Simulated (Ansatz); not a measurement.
# Ti (hcp type): the cost of one run

Method: DFT, PBE, PAW with Ansatz's default frozen-core files, scalar-relativistic, in Ansatz 0.2.0.

### Step 1. Starting point

Symmetry: P6_3/mmc, No. 194, hexagonal system. Conventional cell: a = 2.916 Å, b = 2.916 Å, c = 4.724 Å, α = 90.00°, β = 90.00°, γ = 120.00°. Around Ti (site symmetry -6m2) lie 12 Ti at 2.90 to 2.92 Å.

Structure file:

```
CELL_PARAMETERS angstrom
2.91622 0.00000 0.00000
-1.45811 2.52552 0.00000
0.00000 0.00000 4.72427
ATOMIC_POSITIONS crystal
Ti 0.33333 0.66667 0.25000
Ti 0.66667 0.33333 0.75000
```

Atoms are numbered in the order of the input: Ti1, Ti2.

### Step 2. Bulk cell relaxed, PAW

The input, input.yaml:

```yaml
crystal:
  lattice:
    - [2.9162152113, 0.0, 0.0]
    - [-1.4581076057, 2.5255164559, 0.0]
    - [0.0, 0.0, 4.7242686424]
  atoms:
    - { symbol: Ti, position: [0.3333333333, 0.6666666667, 0.25] }
    - { symbol: Ti, position: [0.6666666667, 0.3333333333, 0.75] }
kpoints:
  mp_grid: { grid: [17, 17, 9] }
scf:
  occupations: { method: fermi_dirac, width: 0.1 }
hamiltonian:
  xc: pbe
  pseudopotentials: { kind: paw }
output:
  forces: true
  stress: true
  write_density: true
  write_potential: true
  elf: true
  volumetric_format: npy
relax:
  f_tol: 0.005
  max_steps: 40
  cell: {}
```

On the command line:

```console
$ ansatz run input.yaml --threads 2 --pin off --max-ram 4096MiB --backend cpu --events-out ev --progress --plain --runs-dir out
```

Q: Estimate wall time and peak memory on 2 threads of Intel Xeon 6975P-C (Granite Rapids), shared host.

About 6.4 s, with a peak of 0.42 GiB.
